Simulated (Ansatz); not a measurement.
# FH3OSiTe: basis-set convergence

One table from this session's results is given with a row withheld; the runs are named, their logs left out.

Method: one geometry, several basis sets; program: Ansatz 0.2.0, Gaussian basis.

Plan: PBE0-D4/def2-SVP; ωB97M-V/def2-SVP; PBE0-D4/def2-QZVPP; ωB97M-V/def2-QZVPP; the functionals' def2-TZVPP values are taken from earlier runs.

## The geometry

An earlier PBE0-D4 in a triple-zeta def2 set relaxation fixed the geometry. Te takes the def2 core potential; no spin-orbit term is included.

SMILES `O[SiH](F)[TeH]`, 7 atoms, charge 0, spin multiplicity 1.

Atoms are counted from 1 here; the program's logs count them from 0.

Bond lengths: O1–Si2 1.628 Å, O1–H5 0.959 Å, Si2–F3 1.594 Å, Si2–Te4 2.490 Å, Si2–H6 1.473 Å, Te4–H7 1.656 Å. Angles: Si2–O1–H5 118.2°, O1–Si2–F3 112.0°, O1–Si2–Te4 109.4°, O1–Si2–H6 105.9°, F3–Si2–Te4 106.9°, F3–Si2–H6 107.4°, Te4–Si2–H6 115.2°, Si2–Te4–H7 90.4°.

Set-up of the first run:

in.yaml

```yaml
crystal:
  periodic: [false, false, false]
  atoms:
    - {symbol: O, position_ang: [-0.504466, 1.143183, 1.206060]}
    - {symbol: Si, position_ang: [0.362404, 0.043266, 0.376657]}
    - {symbol: F, position_ang: [0.068388, -1.444699, 0.868136]}
    - {symbol: Te, position_ang: [-0.257746, 0.146802, -2.032762]}
    - {symbol: H, position_ang: [-1.452032, 1.177655, 1.059265]}
    - {symbol: H, position_ang: [1.775146, 0.334492, 0.674255]}
    - {symbol: H, position_ang: [0.069507, -1.468598, -2.197211]}
basis:
  gaussian: {orbitals: def2-SVP}
hamiltonian: {xc: pbe0, dispersion: d4}
output: {orbitals: {seedname: orbitals}}
```

Started as:

```sh
$ ansatz run in.yaml --threads 2 --pin off --events-out ev --progress --plain --max-ram 4352MiB
```

Steps of the session up to this table: PBE0-D4 in def2-SVP; ωB97M-V in def2-SVP; PBE0-D4 in def2-QZVPP; ωB97M-V in def2-QZVPP.

One of the session's tables, all rows but one given; the rest of the session is left out.

It belongs to the step «Density functionals: the series». 

```
functional       basis  HOMO (eV)
   PBE0-D4    def2-SVP          ?
   PBE0-D4  def2-TZVPP      -6.83
   PBE0-D4  def2-QZVPP      -6.86
   ωB97M-V    def2-SVP      -8.78
   ωB97M-V  def2-TZVPP      -8.91
   ωB97M-V  def2-QZVPP      -8.94
```

**Question.** Estimate the row for PBE0-D4, def2-SVP.

As computed: HOMO (eV): -6.73. In the column «HOMO (eV)» it is the highest.
